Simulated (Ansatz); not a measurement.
# Br₂FHOSi: basis-set convergence

One table from this session's results is given with a row withheld; the runs are named, their logs left out.

Computed with Ansatz 0.2.0, Gaussian basis. Level: one geometry, several basis sets.

Plan: PBE0-D4/def2-SVP; ωB97M-V/def2-SVP; PBE0-D4/def2-QZVPP; ωB97M-V/def2-QZVPP; the functionals' def2-TZVPP values are taken from earlier runs.

**Structure used throughout**

An earlier PBE0-D4 in a triple-zeta def2 set relaxation fixed the geometry.

SMILES `O[Si](F)(Br)Br`, 6 atoms, charge 0, spin multiplicity 1.

Atoms are counted from 1 here; the program's logs count them from 0.

Bond lengths: O1–Si2 1.614 Å, O1–H6 0.960 Å, Si2–F3 1.580 Å, Si2–Br4 2.195 Å, Si2–Br5 2.178 Å. Angles: Si2–O1–H6 118.5°, O1–Si2–F3 111.0°, O1–Si2–Br4 111.3°, O1–Si2–Br5 107.8°, F3–Si2–Br4 106.6°, F3–Si2–Br5 108.1°, Br4–Si2–Br5 112.0°.

Coordinates:

```mol
Br2FHOSi
  3D, bonds by distance, orders not assigned

  6  5  0  0  0  0  0  0  0  0999 V2000
   -0.4110    0.2672    1.2413 O   0  0
    0.2246    0.0409   -0.2251 Si  0  0
    1.6053   -0.7223   -0.1322 F   0  0
   -1.0884   -1.1896   -1.4823 Br  0  0
    0.5928    2.0000   -1.1021 Br  0  0
   -0.8812   -0.4602    1.6543 H   0  0
  1  2  8  0
  2  3  8  0
  2  4  8  0
  2  5  8  0
  1  6  8  0
M  END
```

The first run:

File in.yaml:

```yaml
crystal:
  periodic: [false, false, false]
  atoms:
    - {symbol: O, position_ang: [-0.410982, 0.267210, 1.241342]}
    - {symbol: Si, position_ang: [0.224575, 0.040890, -0.225123]}
    - {symbol: F, position_ang: [1.605330, -0.722339, -0.132222]}
    - {symbol: Br, position_ang: [-1.088434, -1.189644, -1.482303]}
    - {symbol: Br, position_ang: [0.592850, 2.000016, -1.102145]}
    - {symbol: H, position_ang: [-0.881240, -0.460232, 1.654349]}
basis:
  gaussian: {orbitals: def2-SVP}
hamiltonian: {xc: pbe0, dispersion: d4}
output: {orbitals: {seedname: orbitals}}
```

Launch:

```bash
> ansatz run in.yaml --threads 4 --pin off --events-out ev --progress --plain --max-ram 10444MiB
```

Among the steps run: PBE0-D4 in def2-SVP; ωB97M-V in def2-SVP; PBE0-D4 in def2-QZVPP; ωB97M-V in def2-QZVPP.

One table of the session follows, with a row left open; its other results are not shown here.

| functional | basis | HOMO (eV) | LUMO (eV) |
| --- | --- | --- | --- |
| PBE0-D4 | def2-SVP | -8.69 | -0.09 |
| PBE0-D4 | def2-TZVPP | -8.79 | -0.39 |
| PBE0-D4 | def2-QZVPP | -8.81 | -0.52 |
| ωB97M-V | def2-SVP | -10.85 | 1.97 |
| ωB97M-V | def2-TZVPP | ? | ? |
| ωB97M-V | def2-QZVPP | -11.00 | 1.14 |

**Question.** Estimate the row for ωB97M-V, def2-TZVPP.

**Answer.** HOMO (eV): -10.98; LUMO (eV): 1.50. In the column «HOMO (eV)» it lies between ωB97M-V, def2-QZVPP (-11.00) and ωB97M-V, def2-SVP (-10.85).
